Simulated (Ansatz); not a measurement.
# CH5AlSn: the cost of one run

Method: the settings change from run to run; program: Ansatz 0.2.0, Gaussian basis.

### Step 1. The molecule

The geometry comes from an earlier relaxation with PBE0-D4 in a triple-zeta def2 set; it is a stationary point, not always the lowest conformer. Sn takes a core potential in def2 sets; no spin-orbit term is included.

8 atoms, charge 0, spin multiplicity 1.

Atoms are counted from 1 here; the program's logs count them from 0.

Bond lengths: C1–Al2 1.925 Å, C1–Sn3 2.260 Å, C1–H4 1.092 Å, C1–H5 1.092 Å, Al2–Sn3 2.543 Å, Al2–H6 1.585 Å, Sn3–H7 1.709 Å, Sn3–H8 1.709 Å. Angles: Al2–C1–Sn3 74.4°, Al2–C1–H4 119.9°, Al2–C1–H5 120.7°, Sn3–C1–H4 113.3°, Sn3–C1–H5 114.8°, H4–C1–H5 109.4°, C1–Al2–Sn3 58.8°, C1–Al2–H6 145.2°, Sn3–Al2–H6 155.9°, C1–Sn3–Al2 46.8°, C1–Sn3–H7 110.7°, C1–Sn3–H8 111.0°, Al2–Sn3–H7 125.9°, Al2–Sn3–H8 125.4°, H7–Sn3–H8 108.2°.

### Step 2. B97/def2-SVPD

Set apart from the defaults: a grid of angular degree 47, a point charge of 2.00 e beside it, the search for lower states set to off.

Contents of in.yaml:

```yaml
crystal:
  periodic: [false, false, false]
  atoms:
    - {symbol: C, position_ang: [-0.827511, 0.226223, -0.522341]}
    - {symbol: Al, position_ang: [-0.030228, 1.312379, 0.852147]}
    - {symbol: Sn, position_ang: [0.994209, -0.914895, 0.175558]}
    - {symbol: H, position_ang: [-1.765688, -0.297679, -0.327247]}
    - {symbol: H, position_ang: [-0.797770, 0.540466, -1.567524]}
    - {symbol: H, position_ang: [-0.129838, 2.673383, 1.657561]}
    - {symbol: H, position_ang: [0.549192, -2.448789, 0.783120]}
    - {symbol: H, position_ang: [2.099733, -1.148090, -1.106973]}
basis:
  gaussian: {orbitals: def2-SVPD, final_grid: {core_spheres: 20, valence_spheres: 16, degree: 47}, point_charges: [{charge: 2.00, position_ang: [6.675, -0.035, -0.598]}]}
hamiltonian: {xc: {name: B97}}
scf: {lower_state_search: off}
output: {forces: true}
```

On the command line:

```console
> ansatz run in.yaml --threads 2 --pin off --events-out ev --progress --plain --max-ram 4352MiB
```

What time and memory should one allow on 2 threads of Intel Xeon Platinum 8259CL at 2.50GHz, shared host?

About 7 s, with a peak of 0.25 GiB.
